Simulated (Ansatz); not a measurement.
# SmW2: the cost of one run

Program: Ansatz 0.2.0. Level of theory: DFT PBE, scalar-relativistic, plane waves, PAW; 4f electrons in the core of a trivalent norm-conserving potential. These are calculated values, not measurements.

## (1) The starting structure

It takes space group P6/mmm (No. 191, hexagonal). The conventional cell has a = 4.783 Å, b = 4.783 Å, c = 2.820 Å, α = 90.00°, β = 90.00°, γ = 120.00°. Around Sm (site symmetry 6/mmm) lie 2 Sm at 2.82 Å and 12 W at 3.10 Å. Around W (site symmetry -6m2) lie 5 W at 2.76 to 2.82 Å and 6 Sm at 3.10 Å.

Coordinates:

```xyz
3
Lattice="4.7831 0.0000 0.0000 -2.3915 4.1423 0.0000 0.0000 0.0000 2.8203" Properties=species:S:1:pos:R:3 pbc="T T T"
Sm    0.0000    0.0000    0.0000
W     0.0000    2.7615    1.4101
W     2.3915    1.3808    1.4101
```

The cell is invented: species swapped into a database cell of NbAu2 (P6/mmm, No. 191), with Sm on the Nb sites and W on the Au sites. The dimensions are guesses.

## (2) Probe: one point on a coarse mesh

input.yaml

```yaml
crystal:
  lattice:
    - [4.78309307, 0.0, 0.0]
    - [-2.39154653, 4.14228011, 0.0]
    - [0.0, 0.0, 2.82026811]
  atoms:
    - { symbol: Sm, position: [0.0, 0.0, 0.0] }
    - { symbol: W, position: [0.33333333, 0.66666667, 0.5] }
    - { symbol: W, position: [0.66666667, 0.33333333, 0.5] }
basis:
  ecutwfc: 690
kpoints:
  mp_grid: { grid: [6, 6, 6] }
hamiltonian:
  xc: pbe
  pseudopotentials:
    kind: paw
    azcp: { Sm: "pseudopotentials/pbe/nc/lanthanide_3plus/Sm.nc.azcp" }
scf:
  occupations: { method: gaussian, width: 0.1 }
  lower_state_search: "off"
output:
  forces: true
  stress: true
  eigenvalues: true
```

On the command line:

```bash
ansatz run input.yaml --threads 1 --pin off --max-ram 2560MiB --backend cpu --events-out ev --progress --plain --runs-dir out
```

Q: Estimate wall time and peak memory on 1 thread of Intel Xeon at 2.50GHz (Skylake/Cascade Lake), shared host.

About 14 s, with a peak of 0.38 GiB.
